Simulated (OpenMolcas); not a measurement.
**Os³⁺ among point charges: CASSCF and CASPT2 levels and susceptibility**

How does a field of 2 point charges split the states of Os³⁺, and what χT follows?

Method: state-averaged CASSCF and CASPT2, spin-orbit coupling by RASSI with atomic mean-field integrals. Code: OpenMolcas 26.06.

### Step 1. The atom as given

- Species: Os³⁺ (osmium, Z = 76, 73 electrons)
- Basis: ANO-RCC-VDZP [7s6p4d2f1g], 68 functions
- Scalar Hamiltonian: DKH2, point nucleus
- Inactive shells: 1s 2s 2p 3s 3p 3d 4s 4p 4d 4f 5s 5p
- Active space: 5 electrons in 5 orbitals (5d)
- Some configurations of this space: 5d⁵
- Orbitals: optimised for each spin and parity, averaged over all roots

The outer shells:

5d5
```
5d [↑ ][↑ ][↑ ][↑ ][↑ ]
```

The ion sits among 2 point charges of -1 e arranged as a linear pair (D∞h), 1.9 Å from the ion.

Each step is its own input file, run in one work folder so that later steps find the files of earlier ones. Labels, J, g values, rates, χT and fits are worked out afterwards by a script from the matrices that RASSI stores. The input lists half of the charges; inversion (Group=XYZ) makes the rest.

### Step 2. Basis and integrals

The input, a.inp:

```
&GATEWAY
Coord
1

Os 0.0 0.0 0.0
Basis=ANO-RCC-VDZP
Group=XYZ
NoMove
AngMom=0.0 0.0 0.0
AMFI
XField
1 Angstrom 0
0.000000 0.000000 1.900000 -1.000000
&SEWARD
```

Command:

```console
> OMP_NUM_THREADS=1 MOLCAS_MEM=1689 MOLCAS_PROJECT=a pymolcas a.inp > a.log
```

### Step 3. CASSCF: sextets of even parity, 1 root

The input, a.inp:

```
&RASSCF
FileOrb=start.orb
Symmetry=1
Spin=6
nActEl=5 0 0
Inactive=15 19
Ras2=5 0
CIRoot=1 1 1
SDav=1
CIMx=300
Iter=120 100
PrWF=0.3
OrbListing=Nothing
MaxOrb=0
>>> COPY $Project.JobIph JOB001
```

start.orb holds the contracted functions of the basis, ordered by shell, or the orbitals of the step before.

### Step 4. CASSCF: quartets of even parity, 24 roots

The input, a.inp:

```
&RASSCF
FileOrb=start.orb
Symmetry=1
Spin=4
nActEl=5 0 0
Inactive=15 19
Ras2=5 0
CIRoot=24 24 1
SDav=24
CIMx=300
Iter=120 100
PrWF=0.3
OrbListing=Nothing
MaxOrb=0
>>> COPY $Project.JobIph JOB002
```

### Step 5. CASSCF: doublets of even parity, 75 roots

The input, a.inp:

```
&RASSCF
FileOrb=start.orb
Symmetry=1
Spin=2
nActEl=5 0 0
Inactive=15 19
Ras2=5 0
CIRoot=75 75 1
SDav=75
CIMx=300
Iter=120 100
PrWF=0.3
OrbListing=Nothing
MaxOrb=0
>>> COPY $Project.JobIph JOB003
```

### Step 6. RASSI: spin-orbit coupling between the states

The input, a.inp:

```
&RASSI
NrOfJobIphs=3 1 24 75
1
1 2 3 4 5 6 7 8 9 10 11 12 13 14 15 16 17 18 19 20 21 22 23 24
1 2 3 4 5 6 7 8 9 10 11 12 13 14 15 16 17 18 19 20 21 22 23 24 25 26 27
28 29 30 31 32 33 34 35 36 37 38 39 40 41 42 43 44 45 46 47 48 49 50 51
52 53 54 55 56 57 58 59 60 61 62 63 64 65 66 67 68 69 70 71 72 73 74 75
IphNames
JOB001
JOB002
JOB003
EJob
SpinOrbit
DIPRint=1.0
SOCoupling=1000.0
Subsets=2
Property=9
'ANGMOM' 1 'ANGMOM' 2 'ANGMOM' 3 'MLTPL  1' 1 'MLTPL  1' 2 'MLTPL  1' 3
'AMFI' 1 'AMFI' 2 'AMFI' 3
SOProperty=3
'ANGMOM' 1 'ANGMOM' 2 'ANGMOM' 3
```

### Step 7. CASPT2: IPEA 0.25, imaginary shift 0.1 (closed shells correlated: 5s 5p)

The input, a.inp:

```
>>> COPY JOB001 $Project.JobIph
&CASPT2
Multistate=1 1
Frozen=14 16
IPEA=0.25
Imaginary=0.1
MaxIter=60
WThr=0.0 0.3 0.05
PrWF=0.5
NoMix
>>> COPY JOB002 $Project.JobIph
&CASPT2
Multistate=24 1 2 3 4 5 6 7 8 9 10 11 12 13 14 15 16 17 18 19 20 21 22
23 24
NoMult
Frozen=14 16
IPEA=0.25
Imaginary=0.1
MaxIter=60
WThr=0.0 0.3 0.05
PrWF=0.5
NoMix
>>> COPY JOB003 $Project.JobIph
&CASPT2
Multistate=75 1 2 3 4 5 6 7 8 9 10 11 12 13 14 15 16 17 18 19 20 21 22
23 24 25 26 27 28 29 30 31 32 33 34 35 36 37 38 39 40 41 42 43 44 45 46
47 48 49 50 51 52 53 54 55 56 57 58 59 60 61 62 63 64 65 66 67 68 69 70
71 72 73 74 75
NoMult
Frozen=14 16
IPEA=0.25
Imaginary=0.1
MaxIter=60
WThr=0.0 0.3 0.05
PrWF=0.5
NoMix
```

(Steps that only read results are left out.)

Before running it: what results should come out? Wanted: spin-free ground state; lowest level; next level.

**Answer**, as computed:

| quantity | value |
| --- | --- |
| method | SS-CASPT2, IPEA 0.25, imaginary shift 0.1 (closed shells correlated: 5s 5p) |
| spin-free ground state | 6Sigma, 1-fold in its orbital part |
| lowest level | 2-fold, g = 0.00, 0.00, 9.58 |
| next level | 459.2 cm⁻¹ |
| χT at 300 K | 3.72 cm³ K/mol |
| effective moment at 300 K | 5.46 μB |

Cost by method:

```
                                              method  time of its own steps  time with the reference
                                           A. CASSCF                   18 s                     18 s
B. SS-CASPT2, IPEA 0.25, imaginary shift 0.1, +5s 5p                  7.1 s                     25 s
```

Times are of one thread on a shared host.

What this shows: The spin-free ground state (6Sigma) comes to 100 % from free-ion S terms and keeps the highest spin of the shell. χT at 300 K is 3.72, against 4.39 cm³ K/mol for the spin alone, so spin-orbit coupling lowers it. An active space of the d shell alone favours high spin; real ions in strong fields can be low spin. CASPT2 does not keep the components of a term degenerate, and the means are used. The field of point charges can differ much from that of real complexes. With metal d orbitals alone active, the gaps between spin states are rough; where two lie within a few thousand cm-1, their order is open. This is an electrostatic model: the charges have no orbitals.
